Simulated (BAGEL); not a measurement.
# CH5BeN (BeMe(NH2)): HF/3-21G (density fitting with qzvpp-jkfit)

Aim: the vertical ionisation energy of CH5BeN (BeMe(NH2)) at HF/3-21G (density fitting with qzvpp-jkfit), from 2 runs. 

Program for the calculation: BAGEL 1.2.2.

2 further runs of the same task are left out: 2 set aside as unsound or not needed. Runs told in other sessions of the task aren't counted.

## (1) The molecule

The species is CH5BeN (8 atoms), meant as a singlet with charge 0. SMILES: `[CH3][Be][NH2]`. The shape comes from GFN2-xTB, which is rough for such elements, and wasn't checked as a minimum.

Bond lengths: Be1–C2 1.728 Å, Be1–N6 1.510 Å, C2–H3 1.089 Å, C2–H4 1.089 Å, C2–H5 1.089 Å, N6–H7 1.007 Å, N6–H8 1.007 Å. Angles: C2–Be1–N6 179.0°, Be1–C2–H3 114.0°, Be1–C2–H4 114.1°, Be1–C2–H5 113.3°, Be1–N6–H7 127.2°, Be1–N6–H8 127.3°, H3–C2–H4 104.9°, H3–C2–H5 104.9°, H4–C2–H5 104.7°, H7–N6–H8 105.5°.

## (2) The energy at HF/3-21G (density fitting with qzvpp-jkfit)

Input file input.json:

```json
{ "bagel" : [

{
  "title" : "molecule",
  "basis" : "3-21g",
  "df_basis" : "qzvpp-jkfit",
  "angstrom" : true,
  "geometry" : [
    { "atom" : "Be", "xyz" : [    0.010610,   -0.009070,   -0.310080 ] },
    { "atom" : "C", "xyz" : [   -0.001530,   -0.017480,    1.418010 ] },
    { "atom" : "H", "xyz" : [    0.076390,    0.971210,    1.866650 ] },
    { "atom" : "H", "xyz" : [    0.807740,   -0.592530,    1.864870 ] },
    { "atom" : "H", "xyz" : [   -0.910090,   -0.444960,    1.840100 ] },
    { "atom" : "N", "xyz" : [    0.006290,    0.020430,   -1.820140 ] },
    { "atom" : "H", "xyz" : [    0.806980,    0.031590,   -2.431050 ] },
    { "atom" : "H", "xyz" : [   -0.796400,    0.040810,   -2.428360 ] }
  ]
},
{
  "title" : "hf"
},
{
  "title" : "print",
  "file" : "orbitals.molden",
  "orbitals" : true
}

]}
```

Run with:

```sh
$ BAGEL_NUM_THREADS=1 BAGEL input.json > input.out
```

Log:

```text
* using 1 threads per process

  ===============================================================
  ===============================================================

  *** Geometry ***

  { "atom" : "Be", "xyz" : [      0.020050,     -0.017140,     -0.585966 ] },
  { "atom" : "C", "xyz" : [     -0.002891,     -0.033032,      2.679651 ] },
  { "atom" : "H", "xyz" : [      0.144356,      1.835321,      3.527457 ] },
  { "atom" : "H", "xyz" : [      1.526407,     -1.119719,      3.524094 ] },
  { "atom" : "H", "xyz" : [     -1.719821,     -0.840853,      3.477285 ] },
  { "atom" : "N", "xyz" : [      0.011886,      0.038607,     -3.439566 ] },
  { "atom" : "H", "xyz" : [      1.524971,      0.059696,     -4.594019 ] },
  { "atom" : "H", "xyz" : [     -1.504978,      0.077120,     -4.588935 ] },

  Number of auxiliary basis functions:      293

  Since a DF basis is specified, we compute 2- and 3-index integrals:
    o Being stored without compression. Storage requirement is 0.003 GB

  Number of basis functions:       37
  Number of electrons      :       22

    * METHOD: MOLECULE                             0.09

  *** RHF ***

  === Nuclear Repulsion ===
    51.1483154219

      * DIIS with orbital gradients will be used.

  === RHF iteration (3-21g) ===
      0       -109.18079179          0.03739811           0.01
      1       -109.27794265          0.01814680           0.01
      2       -109.30593432          0.00200292           0.01
      3       -109.30662427          0.00057299           0.01
      4       -109.30667050          0.00013878           0.01
      5       -109.30667670          0.00002203           0.01
      6       -109.30667684          0.00000554           0.01
      7       -109.30667685          0.00000093           0.01
      8       -109.30667685          0.00000038           0.01
      9       -109.30667685          0.00000013           0.01
     10       -109.30667685          0.00000004           0.01
     11       -109.30667685          0.00000001           0.01
     12       -109.30667685          0.00000000           0.01
    * SCF iteration converged.

    * Permanent dipole moment:
           (   -0.003606,    -0.002062,     0.532930) a.u.

    * METHOD: HF                                   0.19

    * METHOD: PRINT                                0.01

  ===============================================================
```

Wall time 0.44 s (1 thread of Arm Neoverse N1, shared host); peak memory 0.084 GiB.

## (3) The doublet cation, same level

Input file job.json:

```json
{ "bagel": [

{
  "title": "molecule",
  "basis": "3-21g",
  "df_basis": "qzvpp-jkfit",
  "angstrom": true,
  "geometry": [
    { "atom": "Be", "xyz": [    0.010610,   -0.009070,   -0.310080 ] },
    { "atom": "C", "xyz": [   -0.001530,   -0.017480,    1.418010 ] },
    { "atom": "H", "xyz": [    0.076390,    0.971210,    1.866650 ] },
    { "atom": "H", "xyz": [    0.807740,   -0.592530,    1.864870 ] },
    { "atom": "H", "xyz": [   -0.910090,   -0.444960,    1.840100 ] },
    { "atom": "N", "xyz": [    0.006290,    0.020430,   -1.820140 ] },
    { "atom": "H", "xyz": [    0.806980,    0.031590,   -2.431050 ] },
    { "atom": "H", "xyz": [   -0.796400,    0.040810,   -2.428360 ] }
  ]
},
{
  "title": "uhf",
  "charge": 1,
  "nopen": 1
},
{
  "title": "print",
  "file": "orbitals.molden",
  "orbitals": true
}

]}
```

Run with:

```sh
$ BAGEL_NUM_THREADS=1 BAGEL job.json > job.out
```

Log:

```text
* using 1 threads per process

  ===============================================================
  ===============================================================

  *** Geometry ***

  { "atom" : "Be", "xyz" : [      0.020050,     -0.017140,     -0.585966 ] },
  { "atom" : "C", "xyz" : [     -0.002891,     -0.033032,      2.679651 ] },
  { "atom" : "H", "xyz" : [      0.144356,      1.835321,      3.527457 ] },
  { "atom" : "H", "xyz" : [      1.526407,     -1.119719,      3.524094 ] },
  { "atom" : "H", "xyz" : [     -1.719821,     -0.840853,      3.477285 ] },
  { "atom" : "N", "xyz" : [      0.011886,      0.038607,     -3.439566 ] },
  { "atom" : "H", "xyz" : [      1.524971,      0.059696,     -4.594019 ] },
  { "atom" : "H", "xyz" : [     -1.504978,      0.077120,     -4.588935 ] },

  Number of auxiliary basis functions:      293

  Since a DF basis is specified, we compute 2- and 3-index integrals:
    o Being stored without compression. Storage requirement is 0.003 GB

  Number of basis functions:       37
  Number of electrons      :       22

    * METHOD: MOLECULE                             0.09

  *** Open-shell HF ***

  === Nuclear Repulsion ===
    51.1483154219

      * DIIS with orbital gradients will be used.

  === UHF iteration (3-21g) ===
      0       -108.94524248          0.04287928           0.02
      1       -109.00048800          0.01286637           0.01
      2       -109.00562687          0.00585813           0.01
      3       -109.00655662          0.00082583           0.01
      4       -109.00670481          0.00014497           0.01
      5       -109.00673798          0.00005257           0.01
      6       -109.00674439          0.00002445           0.01
      7       -109.00674606          0.00001420           0.01
      8       -109.00674651          0.00000570           0.01
      9       -109.00674651          0.00000163           0.01
     10       -109.00674652          0.00000061           0.01
     11       -109.00674652          0.00000018           0.01
     12       -109.00674652          0.00000008           0.02
     13       -109.00674652          0.00000002           0.02
     14       -109.00674652          0.00000001           0.02
    * SCF iteration converged.

    * S^2 (UHF) is 0.7564

    * Permanent dipole moment:
           (   -0.009038,    -0.025403,     2.755960) a.u.

    * METHOD: UHF                                  0.31

    * METHOD: PRINT                                0.00

  ===============================================================
```

Run time: 0.58 s. Hardware: 1 thread of Arm Neoverse N1, shared host; peak memory 0.084 GiB.

## (4) Outcome

Level: HF/3-21G (density fitting with qzvpp-jkfit).

| quantity | value |
| --- | --- |
| singlet CH5BeN: total energy | -109.30668 Eh |
| singlet CH5BeN: dipole moment | 1.35 D |
| singlet CH5BeN: HOMO energy | -10.34 eV |
| singlet CH5BeN: LUMO energy | 3.97 eV |
| singlet CH5BeN: HOMO–LUMO gap | 14.31 eV |
| doublet cation: total energy | -109.00675 Eh |
| doublet cation: ⟨S²⟩ | 0.756 |
| vertical ionisation energy (to the doublet cation) | 8.162 eV |

What this shows: Removing an electron at fixed nuclei costs 8.16 eV (188 kcal/mol). −ε(HOMO) before ionisation, 10.34 eV, is 2.18 eV above this ionisation energy.
